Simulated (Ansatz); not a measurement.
# Br2F2Si: the cost of one run

Computed with Ansatz 0.2.0, Gaussian basis. Level: the settings change from run to run.

### 1 The relaxed structure

The geometry comes from an earlier relaxation with PBE0-D4 in a triple-zeta def2 set; it is a stationary point.

SMILES `F[Si](F)(Br)Br`, 5 atoms, charge 0, spin multiplicity 1.

Atoms are counted from 1 here; the program's logs count them from 0.

Bond lengths: F1–Si2 1.573 Å, Si2–F3 1.573 Å, Si2–Br4 2.174 Å, Si2–Br5 2.174 Å. Angles: F1–Si2–F3 107.4°, F1–Si2–Br4 109.2°, F1–Si2–Br5 109.2°, F3–Si2–Br4 109.2°, F3–Si2–Br5 109.2°, Br4–Si2–Br5 112.5°.

### 2 B97/def2-SVP

Input file in.yaml:

```yaml
crystal:
  periodic: [false, false, false]
  atoms:
    - {symbol: F, position_ang: [1.354180, -0.946026, -0.143233]}
    - {symbol: Si, position_ang: [0.048932, -0.092011, 0.060367]}
    - {symbol: F, position_ang: [-0.599571, -0.540742, 1.421451]}
    - {symbol: Br, position_ang: [-1.336542, -0.506429, -1.562346]}
    - {symbol: Br, position_ang: [0.582902, 2.011408, 0.182360]}
basis:
  gaussian: {orbitals: def2-SVP}
hamiltonian: {xc: {name: B97}}
```

Run with:

```bash
ansatz run in.yaml --threads 4 --pin off --events-out ev --progress --plain --max-ram 10444MiB
```

Q: Estimate wall time and peak memory on 4 threads of Arm Neoverse V1, shared host.

About 3 s, with a peak of 0.31 GiB.
